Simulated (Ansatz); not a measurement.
The system is CoNiO2.

```
CELL_PARAMETERS angstrom
3.01433 0.00000 0.00000
0.00000 3.01433 0.00000
0.00000 0.00000 4.22229
ATOMIC_POSITIONS crystal
Ni 0.00000 0.00000 0.00000
Co 0.50000 0.50000 0.50000
O 0.00000 0.00000 0.50000
O 0.50000 0.50000 0.00000
```

The cell comes from a database or a generator and needn't be the stable form of this composition.

Alike in all runs: program Ansatz 0.2.0; functional PBEsol; potentials or basis Ansatz PAW; cutoff 420 eV (not typed: the program's choice for these potentials); k mesh 7 × 7 × 5; occupations fermi-dirac, width 0.05 eV.

Starts and where they ended:

```csv
start,free energy over the lowest (meV/atom),net moment (μB),site or absolute moments (μB),gap
"collinear spin, ferromagnetic start of up to 4 μB; fixed moment 6",543.8,6.00,Ni +1.67; Co +2.76; O +0.55,-
"collinear spin, ferromagnetic start of up to 1.47 μB; fixed moment 2.2",15.8,2.20,"Ni -0.51; Co +2.37; O +0.19, +0.05",-
"collinear spin, ferromagnetic start of up to 0.53 μB; fixed moment 0.8",14.2,0.80,"Ni -1.37; Co +2.16; O +0.06, -0.13",-
"collinear spin, ferromagnetic start of up to 2 μB; fixed moment 3",12.0,3.00,"Ni +0.38; Co +2.20; O +0.19, +0.09",-
"collinear spin, ferromagnetic start of up to 1 μB; fixed moment 1.5",12.7,1.50,"Ni -1.00; Co +2.31; O +0.14, -0.03",-
"collinear spin, ferromagnetic start of up to 3 μB; fixed moment 4.5",0.0,4.50,"Ni +1.24; Co +2.49; O +0.32, +0.28",-
"collinear spin, ferromagnetic start of up to 2.53 μB; fixed moment 3.8",1.6,3.80,"Ni +1.05; Co +2.18; O +0.21, +0.20",-
"collinear spin, program default start; fixed moment 0",125.6,0.00,-,-
```

All polarised runs hold their moment fixed, so the table maps the energy against it. A still lower state may exist.

Caveats: the total moment is fixed, so each spin has its own Fermi level; the starting moments weren't kept (some runs).
